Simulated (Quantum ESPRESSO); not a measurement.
TaTe under changes of volume

One of the cells (20.002 Å³/atom); the others are scaled copies at fixed shape and fractional positions:

```xyz
2
Lattice="3.4201 0.0000 0.0000 0.0000 3.4201 0.0000 0.0000 0.0000 3.4201" Properties=species:S:1:pos:R:3 pbc="T T T"
Ta    1.7100    1.7100    1.7100
Te    0.0000    0.0000    0.0000
```

The cell was built by a generator and needn't be a form met in nature.

| Quantity | Value |
| --- | --- |
| Program | Quantum ESPRESSO 7.5 |
| Functional | PBE |
| Potentials or basis | SSSP 1.3 efficiency PBE |
| Cutoff | 748 eV |
| Density cutoff | 5987 eV |
| k mesh | 8 × 8 × 8 |
| Occupations | fermi-dirac, width 0.05 eV |
| Spin | no spin polarisation |

```csv
volume (Å³/atom),energy over the lowest point (meV/atom),pressure (GPa)
18.802,46.90,12.0
19.202,22.12,8.0
19.602,?,?
20.002,0.00,1.2
20.402,0.76,-1.7
20.803,8.31,-4.3
21.203,21.92,-6.5
```

Q: What does the run at 19.602 Å³/atom give?

A: Energy over the lowest point 6.82 meV/atom; pressure 4.4 GPa.

Worked out: A Birch-Murnaghan fit of order 3 (a polynomial in V^(-2/3)) to the other rows has its minimum at 20.16 Å³/atom with B0 = V·E''(V) = 146 GPa and B' = 4.6. It gives 6.82 meV/atom at 19.602 Å³/atom, against the run's 6.82, and -dE/dV = 4.4 GPa, against 4.4.

Energies are extrapolated to zero smearing.
